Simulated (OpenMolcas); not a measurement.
# RuC: electronic states by CASSCF, CASPT2 and spin–orbit RASSI

Which states of RuC lie lowest, and how does spin–orbit coupling split them?

Program: OpenMolcas 26.06. Level of theory: SA-CASSCF(10,9), XMS-CASPT2, RASSI; ANO-RCC-VDZP. These are calculated values, not measurements.

### 1 The job

C2 symmetry about the axis (a holds Σ, Δ, Γ; b holds Π, Φ, H; Σ⁺ and Σ⁻ are not told apart); roots by multiplicity and irrep: 3a 3, 1a 3, 5b 2.

Active shells: Ru 5s 4d, C 2p.

m.inp

```
&GATEWAY
Coord
2
angstrom
Ru 0.0 0.0 0.0
C 0.0 0.0 1.6200
Basis=ANO-RCC-VDZP
Group=XY
RX2C
AMFI
ANGMom
0.0 0.0 0.0
RICD
&SEWARD
&GUESSORB
&RASSCF
FileOrb=$CurrDir/o31.orb
Symmetry=1
Spin=3
nActEl=10 0 0
Inactive=12 8
RAS2=5 4
CIRoot=3 3 1
Linear
Iterations=120 100
OrbListing=Nothing
PRWF=0.15
>>COPY $Project.RasOrb $CurrDir/o31.orb
>>COPY $Project.rasscf.h5 $CurrDir/r31.h5
&CASPT2
XMultistate=all
Imaginary=0.2
IPEA=0.25
MaxIter=40
>>COPY $Project.JobMix JOB001
&RASSCF
FileOrb=$CurrDir/o11.orb
Symmetry=1
Spin=1
nActEl=10 0 0
Inactive=12 8
RAS2=5 4
CIRoot=3 3 1
Linear
Iterations=120 100
OrbListing=Nothing
PRWF=0.15
>>COPY $Project.RasOrb $CurrDir/o11.orb
>>COPY $Project.rasscf.h5 $CurrDir/r11.h5
&CASPT2
XMultistate=all
Imaginary=0.2
IPEA=0.25
MaxIter=40
>>COPY $Project.JobMix JOB002
&RASSCF
FileOrb=$CurrDir/o52.orb
Symmetry=2
Spin=5
nActEl=10 0 0
Inactive=12 8
RAS2=5 4
CIRoot=2 2 1
Linear
Iterations=120 100
OrbListing=Nothing
PRWF=0.15
>>COPY $Project.RasOrb $CurrDir/o52.orb
>>COPY $Project.rasscf.h5 $CurrDir/r52.h5
&CASPT2
XMultistate=all
Imaginary=0.2
IPEA=0.25
MaxIter=40
>>COPY $Project.JobMix JOB003
&RASSI
Nr of JobIphs=3 3 3 2
1 2 3
1 2 3
1 2
SpinOrbit
EJob
Omega
MEES
MESO
Properties=4
'AngMom' 3 'Mltpl  1' 1 'Mltpl  1' 2 'Mltpl  1' 3
Thrs=1.0d-4
>>COPY $Project.rassi.h5 $CurrDir/so.h5
```

Each module block was a call of its own in one work directory; start orbitals came from a preliminary run.

On the command line:

```
> pymolcas m.inp
```

### 2 The spin-free blocks

Further steps of the session: Spin–orbit coupling by RASSI.

Before running it: what results should come out? Wanted: lowest spin-free state; next spin-free state; lowest level; next level; lowering by spin–orbit coupling.

As calculated:

| quantity | value |
| --- | --- |
| lowest spin-free state | (1)3Δ |
| next spin-free state | (1)1Σ, 0.221 eV |
| lowest level | Ω = 3, 100 % (1)3Δ |
| next level | Ω = 2, 776 cm⁻¹ |
| lowering by spin–orbit coupling | 991 cm⁻¹ |

In words: At 1.620 Å the lowest computed level has Ω = 3 and is 100 % (1)3Δ. The levels that stem mainly from (1)3Δ spread over 1952 cm⁻¹. Only the spin multiplicities and numbers of roots in the input were computed, so the list of states is not complete and the lowest one found need not be the ground state; labels number the states computed. For d and f metals this valence active space lacks a second d shell: the order of states is not reliable within half an eV or more, and the lowest computed state need not be the true ground state.
